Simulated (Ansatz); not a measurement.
A nudged elastic band was laid between two geometries of a periodic cell of 17 atoms, Mg₈HO₈ (host MgO, host structure Fm-3m, interstitial H), cell charge +1.

Theory: Ansatz, DFT PBE-D3(BJ), scalar-relativistic, plane waves, PAW. Settings: PAW set soft_1, cutoff 420 eV, k mesh 3x3x3, gaussian smearing 0.02 eV, no spin polarisation.

```json
{
  "movable images": "5",
  "climbing image": "yes",
  "spring": "10.0 eV/Å²",
  "optimiser": "quadratic models (default)",
  "start path": "IDPP",
  "force threshold": "0.05 eV/Å",
  "iteration limit": "73",
  "end points": "relaxed"
}
```

First end point:

```xyz
17
Lattice="0.0000 4.2665 4.2665 4.2665 0.0000 4.2665 4.2665 4.2665 0.0000" Properties=species:S:1:pos:R:3
Mg 0.010 0.169 -0.008
O 2.129 2.155 2.140
Mg 1.963 2.122 -0.008
O 4.244 4.270 2.140
Mg 2.105 0.027 2.164
O 4.214 2.184 4.321
Mg 4.276 2.122 2.306
O 6.395 4.270 4.291
Mg -0.044 2.176 2.129
O 2.098 4.300 4.288
Mg 2.124 4.274 2.144
O 4.253 6.412 4.282
Mg 2.139 2.176 4.313
O 4.248 4.300 6.437
Mg 4.222 4.259 4.313
O 6.365 6.418 6.437
H 3.685 2.712 0.582
```

Last end point:

```xyz
17
Lattice="0.0000 4.2665 4.2665 4.2665 0.0000 4.2665 4.2665 4.2665 0.0000" Properties=species:S:1:pos:R:3
Mg 0.041 -0.046 0.007
O 2.135 2.127 2.112
Mg 2.139 2.123 -0.008
O 4.316 4.212 2.082
Mg 2.124 -0.046 2.090
O 4.286 2.127 4.263
Mg 4.308 2.138 2.090
O 6.402 4.243 4.263
Mg -0.013 1.960 2.144
O 2.165 4.246 4.233
Mg 2.301 4.275 2.144
O 4.282 6.363 4.233
Mg 2.158 2.104 4.240
O 4.279 4.250 6.385
Mg 4.254 4.275 4.097
O 6.432 6.363 6.382
H 0.580 3.681 1.553
```

What changes between the two ends?

Contacts lost: Mg1–H17, Mg3–H17, Mg7–H17, O12–H17. Contacts made: Mg9–H17, Mg11–H17, O14–H17, Mg15–H17. The atom that moves furthest is H17, by 3.40 Å.

Give the energies along the band, and the barrier.

It converged. The highest image is number 5 of 0 to 6, 0.36 eV above the ends, which have the same energy within 2 meV. The profile has 2 maxima (images 1, 5) with wells between them (image 4): this band takes more than one step, which may be the mechanism or a detour left from its start path. By the program's own check the climbing image is a first-order saddle point (lowest curvatures found: -7.36 and 1.74 eV/Å²). Limits of this set-up: charged cell in a uniform background, uncorrected.

```tsv
image	path coordinate (Å)	energy (eV)	Mg1–H17 (Å)	Mg3–H17 (Å)	Mg7–H17 (Å)
0	0.00	0.00	1.91	1.91	1.91
1	0.87	0.16	2.60	1.77	1.77
2	1.74	0.09	2.88	1.80	1.80
3	2.61	0.06	2.80	1.85	2.17
4	3.48	0.01	3.37	1.98	2.88
5	4.35	0.36	2.58	2.58	3.38
6	5.36	0.00	2.83	2.70	2.83
```

What is the geometry of the highest image?


```xyz
17
Lattice="0.0000 4.2665 4.2665 4.2665 0.0000 4.2665 4.2665 4.2665 0.0000" Properties=species:S:1:pos:R:3
Mg 0.041 -0.024 -0.076
O 1.978 2.304 2.074
Mg 2.128 2.155 -0.049
O 4.298 4.252 2.073
Mg 2.106 -0.036 2.074
O 4.253 2.101 4.157
Mg 4.319 2.177 2.074
O 6.449 4.297 4.158
Mg -0.142 1.979 2.070
O 2.183 4.297 4.256
Mg 2.305 4.426 2.066
O 4.253 6.367 4.256
Mg 2.127 2.157 4.194
O 4.469 4.080 6.341
Mg 4.303 4.246 4.219
O 6.398 6.418 6.339
H 1.091 3.192 2.075
```

The run took 17 min on 2 threads of Intel(R) Xeon(R) Platinum 8488C (Sapphire Rapids) (shared host), peak memory 1.1 GiB.
